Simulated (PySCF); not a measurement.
# C3H4AlFO2: the cost of one run

Programs: PySCF 2.14.0, with density-fitted response routines of our own. Each step states its level of theory. These are calculated values for one molecule in the gas phase, unless marked as measured. Atoms are numbered from 0 throughout.

### 1 The starting structure

11 atoms, charge 0, multiplicity 1; geometry from: GFN2-xTB. The atoms were then displaced at random by about 0.01 Å, so the start is not that level's minimum.

Bonds of the start (Å): F0–C1 1.34, C1–C2 1.40, C2–C3 1.42, C3–O4 1.24, O4–Al5 1.80, Al5–O6 1.84, O6–C1 1.25, C2–H7 1.04, C3–H8 1.11, Al5–H9 1.53, Al5–H10 1.55.

### 2 Relaxing the molecule at PBE0-D3(BJ)/def2-SVP

Job settings and geometry (Å):

```
{"job": {"xc": "PBE0", "basis": "def2-SVP", "d3": "d3bj", "grid": 1, "shake": 0.01, "kind": "geom"}, "charge": 0, "multiplicity": 1}
F     -1.895150    -1.895170    -0.137020
C     -0.957900    -0.941820    -0.073120
C     -1.383840     0.388840    -0.141140
C     -0.353750     1.368670    -0.066240
O      0.849500     1.110800     0.042730
Al     1.788400    -0.421470     0.164820
O      0.213200    -1.370900     0.041200
H     -2.391120     0.637000    -0.235600
H     -0.684280     2.425850    -0.089530
H      2.554170    -0.688770    -1.130580
H      2.298880    -0.638860     1.608800
```

Launch:

```bash
$ OMP_NUM_THREADS=1 python probes_run.py task.json out
```

This one command runs all jobs of the session in turn.

Q: Estimate the wall time and peak memory of this first job on 1 thread of Arm Neoverse V1, shared host.

About 50 s, with a peak of 0.52 GiB.
